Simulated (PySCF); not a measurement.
# I2Pb (Pb(I)22+): the cost of one run

Computed with PySCF 2.14.0. Level: BP86, Pb def2-SVP with ECP60, I def2-SVP with ECP28; scalar-relativistic core potentials, no spin–orbit coupling.

3 further runs of the same task are left out: 2 for a known fault of the program, 1 that didn't finish. Runs told in other sessions of the task aren't counted.

## (1) The starting structure

3 atoms, charge 2, spin multiplicity 1.

Bond lengths: Pb1–I2 2.697 Å, Pb1–I3 2.697 Å. Angles: I2–Pb1–I3 180.0°.

As a file:

```
Pb    0.0000    0.0000    0.0000
I     0.0000    0.0000    2.6970
I     0.0000    0.0000   -2.6970
```

Formal oxidation states: Pb +4.

## (2) SCF at the start, singlet

run.py (the lines that set the calculation)

```python
mol = gto.M(atom='''
Pb     0.00000     0.00000     0.00000
I      0.00000     0.00000     2.69700
I      0.00000     0.00000    -2.69700''',
    basis={'Pb': 'def2-SVP', 'I': 'def2-SVP'},
    ecp={'Pb': 'def2-SVP', 'I': 'def2-SVP'},
    charge=2, spin=0)
mf = dft.RKS(mol, xc='B88,P86')
mf.grids.atom_grid = (50, 194)
mf = mf.density_fit()  # fitting sets: Pb def2-universal-JKFIT, I def2-universal-JKFIT
mf.conv_tol = 1e-08; mf.max_cycle = 55
mf.kernel(dm0)  # dm0: free metal ions and neutral atoms
```

Started as:

```
$ OMP_NUM_THREADS=2 python run.py
```

**Question.** How long does this run take on 2 threads of Arm Neoverse V2, shared host, and how much memory does it need?

About 2.2 s, with a peak of 0.29 GiB.
